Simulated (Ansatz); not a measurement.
# C3H10B2: a ladder of functionals and wavefunction methods

The task here is to estimate one member of a computed series from the others.

The runs use Ansatz 0.2.0, Gaussian basis; functionals in def2-TZVPP, the program's frozen cores in correlated methods.

Plan: LDA (SPW92), PBE-D4, revPBE-D4, BLYP-D4, r2SCAN-D4, B97M-V, PBE0-D4, B3LYP-D4, r2SCANh-D4, r2SCAN0-D4, HSE06-D4, BHLYP-D4, CAM-B3LYP-D4, LC-ωPBE, ωB97X-V, ωB97M-V, B2PLYP, PBE-QIDH; CCSD(T)/def2-SVP; CCSD(T)/def2-TZVPP; MP2/def2-QZVPP; extrapolation to the limit; RPA on PBE.

### The geometry

An earlier PBE0-D4 in a triple-zeta def2 set relaxation fixed the geometry.

SMILES `BCCBC`, 15 atoms, charge 0, spin multiplicity 1.

Atoms are counted from 1 here; the program's logs count them from 0.

Bond lengths: B1–C2 1.545 Å, B1–H6 1.200 Å, B1–H7 1.200 Å, C2–C3 1.552 Å, C2–H8 1.092 Å, C2–H9 1.092 Å, C3–B4 1.566 Å, C3–H10 1.102 Å, C3–H11 1.102 Å, B4–C5 1.553 Å, B4–H12 1.204 Å, C5–H13 1.092 Å, C5–H14 1.093 Å, C5–H15 1.102 Å. Angles: C2–B1–H6 120.6°, C2–B1–H7 120.6°, H6–B1–H7 118.4°, B1–C2–C3 99.1°, B1–C2–H8 115.1°, B1–C2–H9 115.2°, C3–C2–H8 109.1°, C3–C2–H9 109.1°, H8–C2–H9 108.7°, C2–C3–B4 117.7°, C2–C3–H10 111.3°, C2–C3–H11 111.5°, B4–C3–H10 106.1°, B4–C3–H11 106.1°, H10–C3–H11 103.0°, C3–B4–C5 125.1°, C3–B4–H12 116.1°, C5–B4–H12 118.8° and more.

As a file:

```
B    -1.0490    1.4354    1.7350
C    -0.3566    1.0701    0.4028
C    -0.1544   -0.4506    0.6406
B     0.5086   -1.2854   -0.5068
C     0.9533   -0.7168   -1.8819
H    -2.2382    1.3317    1.8533
H    -0.3988    1.6956    2.7089
H     0.6171    1.5385    0.2428
H    -0.9659    1.2147   -0.4921
H     0.4503   -0.6382    1.5425
H    -1.1075   -0.9529    0.8722
H     0.6364   -2.4642   -0.2973
H     1.0289    0.3706   -1.9383
H     1.8756   -1.1736   -2.2508
H     0.1784   -1.0258   -2.6014
```

Set-up of the first run:

in.yaml reads:

```yaml
crystal:
  periodic: [false, false, false]
  atoms:
    - {symbol: B, position_ang: [-1.048998, 1.435389, 1.735022]}
    - {symbol: C, position_ang: [-0.356566, 1.070126, 0.402814]}
    - {symbol: C, position_ang: [-0.154370, -0.450566, 0.640573]}
    - {symbol: B, position_ang: [0.508590, -1.285353, -0.506777]}
    - {symbol: C, position_ang: [0.953327, -0.716811, -1.881925]}
    - {symbol: H, position_ang: [-2.238186, 1.331651, 1.853278]}
    - {symbol: H, position_ang: [-0.398801, 1.695569, 2.708937]}
    - {symbol: H, position_ang: [0.617068, 1.538503, 0.242823]}
    - {symbol: H, position_ang: [-0.965889, 1.214712, -0.492108]}
    - {symbol: H, position_ang: [0.450257, -0.638223, 1.542496]}
    - {symbol: H, position_ang: [-1.107534, -0.952864, 0.872168]}
    - {symbol: H, position_ang: [0.636352, -2.464162, -0.297329]}
    - {symbol: H, position_ang: [1.028910, 0.370619, -1.938323]}
    - {symbol: H, position_ang: [1.875638, -1.173602, -2.250835]}
    - {symbol: H, position_ang: [0.178402, -1.025787, -2.601412]}
basis:
  gaussian: {orbitals: def2-TZVPP}
hamiltonian: {xc: lda}
output: {orbitals: {seedname: orbitals}}
```

Steps of the session up to this table: LDA; PBE-D4 (GGA); revPBE-D4 (GGA); BLYP-D4 (GGA); r2SCAN-D4 (meta-GGA); B97M-V (meta-GGA); PBE0-D4 (hybrid); B3LYP-D4 (hybrid); r2SCANh-D4 (hybrid); r2SCAN0-D4 (hybrid); HSE06-D4 (hybrid); BHLYP-D4 (hybrid); CAM-B3LYP-D4 (range-separated); LC-ωPBE (range-separated); ωB97X-V (range-separated); ωB97M-V (range-separated); B2PLYP (double hybrid); PBE-QIDH (double hybrid).

One of the session's tables, all rows but one given; the rest of the session is left out.

It belongs to the step «Orbital energies across the functionals». 

| functional | HOMO (eV) | gap (eV) |
| --- | --- | --- |
| LDA (SPW92) | -6.96 | 4.69 |
| PBE-D4 | -6.86 | 4.88 |
| revPBE-D4 | -6.81 | 4.95 |
| BLYP-D4 | ? | ? |
| r2SCAN-D4 | -7.10 | 5.55 |
| B97M-V | -7.23 | 5.53 |
| PBE0-D4 | -8.15 | 7.18 |
| B3LYP-D4 | -7.96 | 6.77 |
| r2SCANh-D4 | -7.58 | 6.37 |
| r2SCAN0-D4 | -8.31 | 7.60 |
| HSE06-D4 | -7.75 | 6.40 |
| BHLYP-D4 | -9.40 | 9.47 |
| CAM-B3LYP-D4 | -9.57 | 9.67 |
| LC-ωPBE | -10.90 | 12.22 |
| ωB97X-V | -10.55 | 11.75 |
| ωB97M-V | -10.43 | 11.33 |

Estimate the missing values for BLYP-D4.

Worked estimate for «HOMO (eV)». Against the share of exact exchange, B3LYP-D4 (0.2, -7.96), BHLYP-D4 (0.5, -9.40) give a slope of -4.80 per unit share; at 0 the line stands at -7.00.

**Answer.** HOMO (eV): -6.77; gap (eV): 4.94. In «HOMO (eV)» the line misses by -0.23.
